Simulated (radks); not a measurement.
# A spherical jellium cluster from 17 to 19 electrons

Aim: add electrons one at a time to a jellium sphere with rs = 4.73 bohr, try the lowest free levels for each, keep the configuration of least energy, and see where shells close. The background charge grows with the count, so each cluster is neutral; its cation and anion are computed too.

Program: radks, version 2. Model: non-relativistic spin-polarised Kohn-Sham, exchange-only LDA, spherically averaged shells. All values are calculated.

## Step 1: The model

- well: a jellium sphere with rs = 4.73 bohr
- functional: exchange-only LDA
- levels: named by radial order: 1s, 1p, 1d, 2s, 1f and so on
- units: hartree and bohr; summary energies in eV
- configuration carried in: 1s(up 1, down 0) 1p(up 3, down 0) 1d(up 5, down 0) 2s(up 1, down 0) 1f(up 6, down 0) (N = 16, energy -0.621205)

After this run come: N = 17; 18 electrons; Electron number 19.

What does the calculation give? Wanted: closed shells at N; largest second difference; most unpaired electrons; ionisation energies; configuration at N = 19.

As calculated:

| quantity | value |
| --- | --- |
| closed shells at N | none in this range |
| largest second difference | 0.332 eV at N = 17 (of N = 17 to 18) |
| most unpaired electrons | 19 at N = 19 |
| ionisation energies | 2.67 to 3.03 eV |
| configuration at N = 19 | 1s(up 1, down 0) 1p(up 3, down 0) 1d(up 5, down 0) 2s(up 1, down 0) 1f(up 7, down 0) 2p(up 2, down 0) |

**Reading.** No closed-shell configuration falls in this range; the second difference peaks at N = 17, where a shell is half full. The largest moment in range is 19 (N = 19); with nearly all spins parallel the search has probably kept its polarised start and missed a lower state. The anion gave no bound, converged state at N = 17 and 18; semilocal functionals bind extra electrons too weakly, through self-interaction. The ions keep the filling of the neutral cluster, less or plus one electron, without a search of their own. Only a few candidates are tried at each count, so a lower state may have been missed.
